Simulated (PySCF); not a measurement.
# BaF: bond curves at several levels of theory

What are the lowest state that PBE0 finds, the bond length, vibrational wavenumber and bond energy of BaF, and how much do these hang on the method?

Computed with PySCF 2.14.0. Level: Ba x2c-TZVPPall, F x2c-TZVPPall, spin-free X2C with a Gaussian nucleus.

### Step 1. The job

Settings of the job:

```yaml
atoms: Ba, F
charge: 0
basis: Ba x2c-TZVPPall, F x2c-TZVPPall
Hamiltonian: spin-free X2C with a Gaussian nucleus
basis_functions: 116
electrons_treated: 65
masses_in_u: 137.9052, 18.9984
levels: PBE0, PBE, r²SCAN, BHandHLYP, B97-3, BP86, r²SCAN0, HSE06, HF, MP2, SCS-MP2
grid: 80 radial by 434 angular points
occupations: held fixed by the projection of orbital angular momentum
dissociation_limit: Ba + F, each in its ground configuration
starting_distance_in_angstrom: 2.400
values_of_2S_to_try: 1, 3
```

On the command line:

```sh
> OMP_NUM_THREADS=2 python dia.py task.json out
```

After this run come: PBE0 along the bond; Excited determinants; PBE (GGA); r²SCAN; BHandHLYP; B97-3; BP86; r²SCAN0 (hybrid meta-GGA); HSE06 (range-separated hybrid); UHF (mean field).

**Question.** What will these runs give? Wanted: for each run, Re; ωe; De; μ.

As calculated:

Lowest PBE0 solution found, without spin–orbit coupling: ²Σ⁺ (doublet), unpaired electrons σ ↑. State 2 has its PBE0 minimum 1.16 eV higher. State 3 has its PBE0 minimum 1.26 eV higher. The other levels ran on the lowest alone.

```csv
level,Re (Å),ωe (cm⁻¹),De (eV),μ (D)
UHF,2.202,450,4.41,-2.72
UHF-MP2,2.159,463,6.00,n/a
UHF-SCS-MP2,2.171,457,5.76,n/a
PBE,2.156,469,6.33,-2.97
BP86,2.160,467,6.26,-3.12
r²SCAN,2.154,472,6.37,-2.95
PBE0,2.149,476,6.00,-2.90
r²SCAN0,2.150,476,6.00,-3.04
B97-3,2.165,462,5.75,-2.92
HSE06,2.153,475,5.98,-3.09
BHandHLYP,2.169,467,5.53,-3.35
```

De is counted to Ba + F in their ground configurations. A positive dipole means Ba(−)F(+).

**Reading.** The methods spread over 0.053 Å in bond length, from PBE0 to UHF. Of the levels with a De here, UHF gives the least (4.41 eV) and r²SCAN the most (6.37 eV).

Correlated steps freeze 19 core orbitals. Spin–orbit coupling is left out, which matters for elements this heavy, above all for dissociation energies. With spin–orbit coupling the term label itself may not hold.
